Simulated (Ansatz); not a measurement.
# GeH6NSi radical: a ladder of functionals and wavefunction methods

The task here is to estimate one member of a computed series from the others.

Program: Ansatz 0.2.0, Gaussian basis. Level of theory: functionals in def2-TZVPP, the program's frozen cores in correlated methods. These are calculated values, not measurements.

The runs, in order: LDA (SPW92), PBE-D4, revPBE-D4, BLYP-D4, r2SCAN-D4, B97M-V, PBE0-D4, B3LYP-D4, r2SCANh-D4, r2SCAN0-D4, HSE06-D4, BHLYP-D4, CAM-B3LYP-D4, LC-ωPBE, ωB97X-V, ωB97M-V, B2PLYP, PBE-QIDH; CCSD(T)/def2-SVP; CCSD(T)/def2-TZVPP; MP2/def2-QZVPP; extrapolation to the limit; RPA on PBE.

### The geometry

An earlier PBE0-D4 in a triple-zeta def2 set relaxation fixed the geometry.

SMILES `[SiH3][N][GeH3]`, 9 atoms, charge 0, spin multiplicity 2.

Atoms are counted from 1 here; the program's logs count them from 0.

Bond lengths: Si1–N2 1.731 Å, Si1–H4 1.492 Å, Si1–H5 1.486 Å, Si1–H6 1.491 Å, N2–Ge3 1.846 Å, Ge3–H7 1.538 Å, Ge3–H8 1.543 Å, Ge3–H9 1.536 Å. Angles: N2–Si1–H4 115.3°, N2–Si1–H5 109.2°, N2–Si1–H6 105.4°, H4–Si1–H5 108.9°, H4–Si1–H6 108.5°, H5–Si1–H6 109.5°, Si1–N2–Ge3 127.0°, N2–Ge3–H7 105.4°, N2–Ge3–H8 113.4°, N2–Ge3–H9 107.0°, H7–Ge3–H8 110.0°, H7–Ge3–H9 110.4°, H8–Ge3–H9 110.4°.

The first run:

in.yaml

```yaml
crystal:
  periodic: [false, false, false]
  atoms:
    - {symbol: Si, position_ang: [-0.680208, 1.066915, -0.955276]}
    - {symbol: N, position_ang: [0.530320, 0.621469, 0.199470]}
    - {symbol: Ge, position_ang: [0.768251, -1.036351, 0.976156]}
    - {symbol: H, position_ang: [-1.318309, -0.070398, -1.681049]}
    - {symbol: H, position_ang: [-0.086888, 1.998435, -1.949356]}
    - {symbol: H, position_ang: [-1.731158, 1.778781, -0.172441]}
    - {symbol: H, position_ang: [2.099761, -1.563421, 0.416098]}
    - {symbol: H, position_ang: [-0.368312, -2.029681, 0.657866]}
    - {symbol: H, position_ang: [0.875042, -0.811948, 2.491430]}
basis:
  gaussian: {orbitals: def2-TZVPP}
magnetization: {spin_polarized: true, initial_magnetization: 1}
hamiltonian: {xc: lda}
output: {orbitals: {seedname: orbitals}}
```

Steps of the session up to this table: LDA; PBE-D4 (GGA); revPBE-D4 (GGA); BLYP-D4 (GGA); r2SCAN-D4 (meta-GGA); B97M-V (meta-GGA); PBE0-D4 (hybrid); B3LYP-D4 (hybrid); r2SCANh-D4 (hybrid); r2SCAN0-D4 (hybrid); HSE06-D4 (hybrid); BHLYP-D4 (hybrid); CAM-B3LYP-D4 (range-separated); LC-ωPBE-D4 (range-separated; the results give it without D4); ωB97X-V (range-separated); ωB97M-V (range-separated); B2PLYP (double hybrid); PBE-QIDH (double hybrid).

One of the session's tables, all rows but one given; the rest of the session is left out.

It belongs to the step «Frontier levels by functional». 

| functional | HOMO (eV) | LUMO (eV) | gap (eV) |
| --- | --- | --- | --- |
| LDA (SPW92) | -6.14 | -5.41 | 0.72 |
| PBE-D4 | -6.15 | -5.00 | 1.15 |
| revPBE-D4 | -6.12 | -4.89 | 1.23 |
| BLYP-D4 | -6.04 | -4.93 | 1.11 |
| r2SCAN-D4 | -6.48 | -4.48 | 2.00 |
| B97M-V | -6.67 | -4.65 | 2.02 |
| PBE0-D4 | -7.56 | -3.65 | 3.90 |
| B3LYP-D4 | -7.32 | -4.06 | 3.26 |
| r2SCANh-D4 | -7.00 | -4.00 | 2.99 |
| r2SCAN0-D4 | -7.77 | -3.28 | 4.49 |
| HSE06-D4 | -7.15 | -4.05 | 3.10 |
| BHLYP-D4 | -8.86 | -2.27 | 6.59 |
| CAM-B3LYP-D4 | -8.94 | -2.52 | 6.42 |
| LC-ωPBE | -10.35 | -1.12 | 9.22 |
| ωB97X-V | ? | ? | ? |
| ωB97M-V | -9.84 | -1.65 | 8.19 |

Q: Estimate the row for ωB97X-V from the others.

**Answer.** HOMO (eV): -9.98; LUMO (eV): -1.53; gap (eV): 8.44. In the column «HOMO (eV)» it lies between LC-ωPBE (-10.35) and ωB97M-V (-9.84).
